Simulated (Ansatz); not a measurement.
**ClFHIn: how energies converge with the basis set**

The task here is to estimate one member of a computed series from the others.

Method: one geometry, several basis sets; program: Ansatz 0.2.0, Gaussian basis.

The runs, in order: PBE0-D4/def2-SVP; ωB97M-V/def2-SVP; PBE0-D4/def2-QZVPP; ωB97M-V/def2-QZVPP; the functionals' def2-TZVPP values are taken from earlier runs.

## The relaxed structure

An earlier PBE0-D4 in a triple-zeta def2 set relaxation fixed the geometry. In takes the def2 core potential; no spin-orbit term is included.

SMILES `[F][InH][Cl]`, 4 atoms, charge 0, spin multiplicity 1.

Atoms are counted from 1 here; the program's logs count them from 0.

Bond lengths: F1–In2 1.939 Å, In2–Cl3 2.305 Å, In2–H4 1.688 Å. Angles: F1–In2–Cl3 109.3°, F1–In2–H4 121.8°, Cl3–In2–H4 128.9°.

The first run:

in.yaml

```yaml
crystal:
  periodic: [false, false, false]
  atoms:
    - {symbol: F, position_ang: [-1.569221, -0.190453, 0.987750]}
    - {symbol: In, position_ang: [-0.021137, 0.130339, -0.135572]}
    - {symbol: Cl, position_ang: [1.671113, -1.313051, 0.468232]}
    - {symbol: H, position_ang: [-0.025255, 1.312765, -1.340710]}
basis:
  gaussian: {orbitals: def2-SVP}
hamiltonian: {xc: pbe0, dispersion: d4}
output: {orbitals: {seedname: orbitals}}
```

Steps of the session up to this table: PBE0-D4 in def2-SVP; ωB97M-V in def2-SVP; PBE0-D4 in def2-QZVPP; ωB97M-V in def2-QZVPP.

One of the session's tables, all rows but one given; the rest of the session is left out.

It belongs to the step «Density functionals: the series». 

```
functional       basis  HOMO (eV)  LUMO (eV)
   PBE0-D4    def2-SVP      -8.90      -1.69
   PBE0-D4  def2-TZVPP      -9.08      -1.84
   PBE0-D4  def2-QZVPP      -9.11      -1.87
   ωB97M-V    def2-SVP          ?          ?
   ωB97M-V  def2-TZVPP     -11.35      -0.31
   ωB97M-V  def2-QZVPP     -11.39      -0.38
```

Q: Estimate the row for ωB97M-V, def2-SVP from the others.

**Answer.** HOMO (eV): -11.12; LUMO (eV): -0.05. In the column «HOMO (eV)» it lies between ωB97M-V, def2-TZVPP (-11.35) and PBE0-D4, def2-QZVPP (-9.11).
